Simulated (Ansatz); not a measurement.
Write a Python script for Ansatz 0.2.0, Python API that makes a comparison of enthalpies under pressure of two structures of Gd. Use (first run): LDA, PAW, cutoff 460 eV, Gaussian smearing of 0.05 eV, collinear spin.

The script, `run_transition.py`:
```python
"""Pressure at which two phases of Gd cross."""

import warnings

import ansatz as az
import numpy as np

params = {
    "xc": "lda",
    "scf_tol": 1e-08,
    "cutoff_ev": 460,
    "k_spacing": 0.3,
    "smearing": "gaussian",
    "smearing_width": 0.05,
}


def sc(first, a):
    return (
        az.Lattice.cubic(a)
        .space_group(221)
        .atom(first, (0, 0, 0))
    )


def fcc(A, a):
    return (
        az.Lattice.fcc(a)
        .space_group(225)
        .atom(A, (0, 0, 0))
        .primitive()
    )


def ground_state(name, crystal, pressure=0.0):
    calc = (
        crystal.calculation()
        .functional(params["xc"])
        .scf(tolerance=params["scf_tol"])
        .basis(params["cutoff_ev"])
        .kpoints(spacing=params["k_spacing"])
        .occupations(params["smearing"], width=params["smearing_width"])
        .spin("collinear")
    )
    calc = calc.relax(force_tolerance=0.01, max_steps=60, cell=True, pressure=pressure)
    return calc.run()


def volume_per_atom(outcome):
    return abs(np.linalg.det(outcome.lattice.cell_ang)) / len(outcome.lattice.sites)

warnings.simplefilter("ignore", az.DeckWarning)

phases = {}
phases["sc"] = sc("Gd", 3.31).moments(Gd=7.0)
phases["fcc"] = fcc("Gd", 5.1).moments(Gd=7.0)

# enthalpy per atom at each pressure
pressures = [0, 5, 10, 20]
enthalpy, volume = {name: [] for name in phases}, {name: [] for name in phases}
for p in pressures:
    for name, crystal in phases.items():
        o = ground_state(name, crystal, pressure=p)
        volume[name].append(volume_per_atom(o))
        enthalpy[name].append(o.report["energy_sigma0_ev"] / len(o.lattice.sites) + p * volume[name][-1] / 160.21766)
gap = np.array(enthalpy["fcc"]) - np.array(enthalpy["sc"])
rows = [(p, va, vb, 1000 * d) for p, va, vb, d in zip(pressures, volume["sc"], volume["fcc"], gap)]
print("| P (GPa) | V sc (A^3/atom) | V fcc (A^3/atom) | H(fcc) - H(sc) (meV/atom) |")
print("| --- | --- | --- | --- |")
for row in rows:
    print(f"| {row[0]:d} | {row[1]:.3f} | {row[2]:.3f} | {row[3]:+.1f} |")
crossings = [p0 - g0 * (p1 - p0) / (g1 - g0) for p0, p1, g0, g1 in zip(pressures, pressures[1:], gap, gap[1:]) if g0 * g1 < 0]
print("crossing near", [round(float(p), 1) for p in crossings], "GPa") if crossings else print("no crossing in this range")
```

Running `python run_transition.py` prints:
```text
| P (GPa) | V sc (A^3/atom) | V fcc (A^3/atom) | H(fcc) - H(sc) (meV/atom) |
| --- | --- | --- | --- |
| 0 | 29.399 | 28.577 | -622.9 |
| 5 | 25.625 | 25.750 | -630.4 |
| 10 | 23.622 | 23.779 | -626.7 |
| 20 | 20.958 | 20.782 | -623.2 |
no crossing in this range
```

Open f shells: without a Hubbard U, without spin-orbit coupling; the state reached hangs on the start and needn't be the lowest. At a fixed pressure a relaxation lowers the enthalpy F + PV, while F alone can rise. The program warned that this SCF threshold is loose for forces or stresses. Only these two structures are compared, at zero temperature and with their symmetry kept; either may be hypothetical, and another phase may be lower than both. Magnetic phases start from parallel moments and may not end in their lowest magnetic state. Differences under about 40 meV an atom lie within the error of mesh and functional. The cells are prototypes set up for this calculation and needn't exist. The script silences the warnings on its input, which a real study should read. Timing: 110 s on 1 thread of Arm Neoverse V1, on a shared host, peak memory 0.38 GiB.
